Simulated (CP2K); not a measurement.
HfB:

```
CELL_PARAMETERS angstrom
3.26683 0.00000 0.00000
1.63342 2.82916 0.00000
1.63342 0.94305 2.66736
ATOMIC_POSITIONS crystal
Hf 0.50000 0.50000 0.50000
B 0.00000 0.00000 0.00000
```

Base run:

* Program: CP2K 2026.2
* Functional: PBEsol
* Potentials or basis: POTENTIAL_UZH Hf GTH-PBE-q12, B GTH-PBE-q3; TZVP-MOLOPT-PBE-GTH basis
* Density cutoff: 6123 eV
* k mesh: 10 × 10 × 10
* Occupations: fermi-dirac, width 0.0259 eV
* Spin: no spin polarisation

Its results: band gap on the k mesh none (metal or under the smearing width); pressure 24.7 GPa.

The run is repeated on the same cell with these changes: functional from PBEsol to PBE; occupations from fermi-dirac, width 0.0259 eV to fermi-dirac, width 0.05 eV. What comes out?

Band gap on the k mesh none (metal or under the smearing width); pressure 29.3 GPa.

Caveats: spin-orbit coupling is left out, which moves the levels of the heavy elements; the basis of atomic orbitals isn't converged, which shifts pressures, moduli and gaps; so large a pressure means that the cell lies far from this level's equilibrium, or that cutoff or potentials fall short (some runs); the potentials were made for another functional, which shifts forces and pressure (some runs); a pressure of tens of GPa on the cell as given is suspect, and the run, the potentials or the cell itself is likely at fault (some runs).
